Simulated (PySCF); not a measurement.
# C2H5BrS2Si: the cost of one run

The runs use PySCF 2.14.0, with density-fitted response routines of our own; the level of theory stands in each step. All values are computed, except where a source is named. Atoms are numbered from 0 throughout.

### 1 The molecule as given

11 atoms, charge 0, multiplicity 1; geometry from: GFN2-xTB. The atoms were then displaced at random by about 0.01 Å, so the start is not that level's minimum.

Bonds of the start (Å): Br0–Si1 2.23, Si1–S2 2.15, S2–C3 1.78, C3–C4 1.52, C4–S5 1.82, S5–Si1 2.13, Si1–H6 1.45, C3–H7 1.11, C3–H8 1.11, C4–H9 1.07, C4–H10 1.10.

### 2 Geometry optimisation at PBE0-D3(BJ)/def2-SVP

The job: settings as JSON, then the geometry in Å.

```
{"job": {"xc": "PBE0", "basis": "def2-SVP", "d3": "d3bj", "grid": 1, "shake": 0.01, "kind": "geom"}, "charge": 0, "multiplicity": 1}
Br     3.304340    -0.001750     1.330360
Si     1.727360    -0.053600    -0.248010
S      0.395350     1.635990    -0.231940
C     -0.999180     0.708600     0.383050
C     -1.122000    -0.663310    -0.268770
S      0.360330    -1.647730     0.106700
H      2.410140    -0.147540    -1.524160
H     -1.891050     1.311690     0.129610
H     -0.952420     0.631920     1.490690
H     -1.220550    -0.580440    -1.331600
H     -1.974190    -1.219660     0.148400
```

Launch:

```bash
$ OMP_NUM_THREADS=1 python probes_run.py task.json out
```

This one command runs all jobs of the session in turn.

**Question.** How long does this first job take on 1 thread of Intel Xeon Platinum 8375C at 2.90GHz, shared host, and how much memory does it need?

About 2.2 min, with a peak of 0.6 GiB.
